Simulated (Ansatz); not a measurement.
# AsF2 (doublet): wave-function methods side by side at a displaced geometry (v1), cc-pVDZ

Aim: climb from Hartree-Fock through coupled cluster and multireference methods for AsF2 (doublet) at one geometry and basis, and see what each rung misses.

Computed with Ansatz 0.2.0, Gaussian basis. Level: cc-pVDZ, core rule «outside noble gas», up to 16 orbitals frozen.

To be run: UHF; CCSD(T) on ROHF; CCSD(T) on UHF; BCCD(T) on ROHF; CISD; CCSDT(Q) on ROHF; CCSDT(Q) on UHF; CASSCF and MRCISD+Q, 15 electrons in 10 orbitals; CASSCF and NEVPT4(SD), 15 electrons in 10 orbitals; CASSCF and NEVPT2, 15 electrons in 10 orbitals.

21 further runs of the same task are left out: 7 that didn't finish, 14 set aside as unsound or not needed.

### 1 What is computed

The geometry is a PBE0/def2-TZVP stationary point (not a proven minimum) with its atoms shifted at random (size 0.040 Å). No spin-orbit coupling is included. The filled d shell of As may be among the frozen orbitals whatever the setting's name suggests; the logs give the count.

3 atoms, charge 0, spin multiplicity 2.

Atoms are counted from 1 here; the program's logs count them from 0.

Bond lengths: As1–F2 1.727 Å, As1–F3 1.720 Å. Angles: F2–As1–F3 94.9°.

Geometry (Å):

```xyz
3

As   -0.0078   -0.3921    0.0109
F    -0.0086    0.7435   -1.2908
F     0.0393    0.8028    1.2477
```

### 2 UHF

in.yaml

```yaml
crystal:
  periodic: [false, false, false]
  atoms:
    - {symbol: As, position_ang: [-0.007790, -0.392089, 0.010923]}
    - {symbol: F, position_ang: [-0.008623, 0.743461, -1.290823]}
    - {symbol: F, position_ang: [0.039341, 0.802771, 1.247749]}
basis:
  gaussian: {orbitals: cc-pVDZ}
magnetization: {spin_polarized: true, initial_magnetization: 1}
hamiltonian: {xc: hf}
output: {orbitals: {seedname: orbitals}}
```

Run with:

```
> ansatz run in.yaml --threads 1 --pin off --events-out ev --progress --plain --max-ram 2393MiB
```

After this run come: CCSD(T) on ROHF; CCSD(T) on UHF; BCCD(T) on ROHF; CISD; CCSDT(Q) on ROHF; CCSDT(Q) on UHF; CASSCF and MRCISD+Q, 15 electrons in 10 orbitals; CASSCF and NEVPT4(SD), 15 electrons in 10 orbitals; CASSCF and NEVPT2, 15 electrons in 10 orbitals.

Before running them: what should the planned runs give, taken together? Wanted: UCCSDT(Q) below the RHF energy; RMP2 from UCCSDT(Q); UMP2 from UCCSDT(Q); RCCSD from UCCSDT(Q); RCCSD(T) from UCCSDT(Q); UCCSD(T) from UCCSDT(Q); RCCSDT(Q) from UCCSDT(Q); NEVPT2 valence from UCCSDT(Q); NEVPT4(SD) valence from UCCSDT(Q).

As calculated:

| quantity | value |
| --- | --- |
| UCCSDT(Q) below the RHF energy | -13.2983 eV |
| RMP2 from UCCSDT(Q) | +13.98 kcal/mol |
| UMP2 from UCCSDT(Q) | +14.36 kcal/mol |
| RCCSD from UCCSDT(Q) | +7.23 kcal/mol |
| RCCSD(T) from UCCSDT(Q) | +1.28 kcal/mol |
| UCCSD(T) from UCCSDT(Q) | +1.24 kcal/mol |
| RCCSDT(Q) from UCCSDT(Q) | +0.18 kcal/mol |
| NEVPT2 valence from UCCSDT(Q) | +28.60 kcal/mol |
| NEVPT4(SD) valence from UCCSDT(Q) | +4.42 kcal/mol |
| MRCISD+Q valence from UCCSDT(Q) | +4.75 kcal/mol |
| levels within 1 kcal/mol (43 meV) | RCCSDT, UCCSDT, RCCSDT(Q) |
| T1 diagnostic | 0.019 |
| effectively unpaired electrons | 1.01 |

**Reading.** RCCSD(T) lands +1.28 kcal/mol from the yardstick (0.4 % of the correlation energy). One determinant dominates. Of the multireference levels listed NEVPT4(SD) valence comes nearest in total energy (+4.42 kcal/mol), which doesn't show that its space is the better one. These misses are within one basis, not against nature; the frozen cores of restricted and unrestricted runs differ, which can shift their rows.
